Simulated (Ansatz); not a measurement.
# UPBE-QIDH/def2-TZVP run of N2H3 (hydrazinyl radical)

Aim: the electronic atomisation energy of N2H3 (hydrazinyl radical) at UPBE-QIDH/def2-TZVP, from 3 runs. 

The results are computed with Ansatz 0.2.0.

28 further runs of the same task are left out: 28 set aside as unsound or not needed.

**1. The structure to begin with**

The species is N2H3 (5 atoms), meant as a doublet with charge 0. As SMILES, `[NH]N`. The shape is that of a PBE0-D4/def2-TZVP optimisation. This is one conformer, not always the lowest.

Bond lengths: N1–N2 1.338 Å, N1–H3 1.021 Å, N2–H4 1.008 Å, N2–H5 1.012 Å. Angles: N1–N2–H4 113.9°, N1–N2–H5 120.9°, N2–N1–H3 106.1°, H4–N2–H5 114.6°.

**2. The energy at UPBE-QIDH/def2-TZVP**

File run.yaml:

```yaml
basis:
  gaussian: {orbitals: def2-TZVP}
crystal:
  periodic: [false, false, false]
  atoms:
    - {symbol: "N", position_ang: [-0.187600, -0.818050, 0.454040]}
    - {symbol: N, position_ang: [-0.128660, 0.235610, -0.368450]}
    - {symbol: H, position_ang: [0.759840, -0.951450, 0.811270]}
    - {symbol: H, position_ang: [-1.030950, 0.592300, -0.640030]}
    - {symbol: H, position_ang: [0.587360, 0.941580, -0.256830]}
total_charge: 0
magnetization: {spin_polarized: true, initial_magnetization: 1}
hamiltonian: {xc: {name: PBE-QIDH}}
correlation: {frozen_orbitals: {H: 0, "N": 1}}
accuracy: high
output: {orbitals: {seedname: orbitals}}
```

Launch:

```bash
$ ansatz run run.yaml --threads 1 --pin off --max-ram 3480MiB --events-out events.jsonl --progress --plain --runs-dir runs
```

The log of the run:

```text
Warning: RAYON_NUM_THREADS=1 ignored (pool sized by the plan → 1); use --threads N
Functional definition: PBE-QIDH
  name "PBE-QIDH"
  parameter a = 3^(-1/3)
  parameter c = 1/3
  exchange = (1 - a)*pbe_x + a*exact_x
  correlation = (1 - c)*pbe_c + c*(mp2_os + mp2_ss)
1425 factors; integrals over basis functions are off by at most 3.0e-9 eV
mean field evaluation 1: about -3017.8228 eV, gradient 2.1e1 eV
mean field evaluation 2: about -3017.8782 eV, gradient 2.1e1 eV
mean field evaluation 4: about -3019.8268 eV, gradient 1.7e0 eV
mean field evaluation 8: about -3019.8748 eV, gradient 3.2e-1 eV
mean field evaluation 16: about -3019.8769 eV, gradient 1.8e-3 eV
mean field -3019.87691730 eV, -110.9784297646 hartree, gradient 9.8e-8 eV, S^2 0.760215; 0 other end points of the search recorded, 0 dependent functions left out
2 core orbitals not correlated: weight in the atoms' cores, before any rotation towards them, 1.000 or more for the frozen orbitals, at most 0.000 for the correlated occupied ones
reference -3019.87691809 eV, -110.9784297939 hartree; 7, 6 occupied and 71, 72 virtual orbitals, 1425 factors
second order -11.96170097 eV of doubles, -0.00000000 eV of singles
Total energy: -3023.86415175 eV, -111.1249579281 hartree
```

It took 6.3 s on 1 thread of Arm Neoverse V1, shared host; peak memory 0.21 GiB.

**3. The H atom, same level**

File in.yaml:

```yaml
crystal:
  periodic: [false, false, false]
  atoms:
    - symbol: H
      position_ang: [0.000000, 0.000000, 0.000000]
basis:
  gaussian:
    orbitals: def2-TZVP
correlation:
  frozen_orbitals: {H: 0}
magnetization:
  spin_polarized: true
  initial_magnetization: 1
hamiltonian:
  xc: {name: PBE-QIDH}
accuracy: high
```

Launch:

```bash
$ ansatz run in.yaml --threads 1 --pin off --max-ram 3480MiB --events-out events.jsonl --progress --plain --runs-dir runs
```

The log of the run (excerpt; [...] marks lines left out):

```text
Warning: RAYON_NUM_THREADS=1 ignored (pool sized by the plan → 1); use --threads N
[... 6 set-up lines as earlier in the session ...]
21 factors; integrals over basis functions are off by at most 4.9e-8 eV
mean field evaluation 1: about -13.6293 eV, gradient 1.3e0 eV
mean field evaluation 2: about -13.6291 eV, gradient 1.3e0 eV
mean field evaluation 4: about -13.6546 eV, gradient 1.0e-3 eV
mean field evaluation 8: about -13.6545 eV, gradient 2.1e-5 eV
mean field -13.65448626 eV, -0.5017931146 hartree, gradient 8.4e-8 eV, S^2 0.750000; 0 other end points of the search recorded, 0 dependent functions left out
reference -13.65448706 eV, -0.5017931442 hartree; 1, 0 occupied and 5, 6 virtual orbitals, 21 factors
second order 0.00000000 eV of doubles, -0.00000000 eV of singles
Total energy: -13.65448706 eV, -0.5017931442 hartree
```

Run time: 0.14 s. Hardware: 1 thread of Arm Neoverse V1, shared host.

**4. The N atom at the same level**

File input.yaml:

```yaml
crystal:
  periodic: [false, false, false]
  atoms:
    - {symbol: "N", position_ang: [0.000000, 0.000000, 0.000000]}
basis:
  gaussian:
    orbitals: def2-TZVP
magnetization:
  spin_polarized: true
  initial_magnetization: 3
hamiltonian:
  xc: {name: PBE-QIDH}
correlation:
  frozen_orbitals: {"N": 1}
accuracy: high
```

Run the same way, it converges to -54.54130 Eh (log not shown).

**5. Results**

At UPBE-QIDH/def2-TZVP, 2 core orbitals frozen:

```
                                                          quantity          value
                                            molecule: total energy  -111.12496 Eh
molecule: HOMO energy (SCF part's orbitals) (highest over α and β)       -8.17 eV
 molecule: LUMO energy (SCF part's orbitals) (lowest over α and β)        2.16 eV
                                                    molecule: ⟨S²⟩          0.760
                                              H atom: total energy    -0.50179 Eh
                                                      H atom: ⟨S²⟩          0.750
                                              N atom: total energy   -54.54130 Eh
                                                      N atom: ⟨S²⟩          3.755
                                     electronic atomisation energy      14.612 eV
```

Taking the molecule apart into free atoms costs 14.61 eV (337 kcal/mol), before zero-point energy and without spin-orbit coupling.
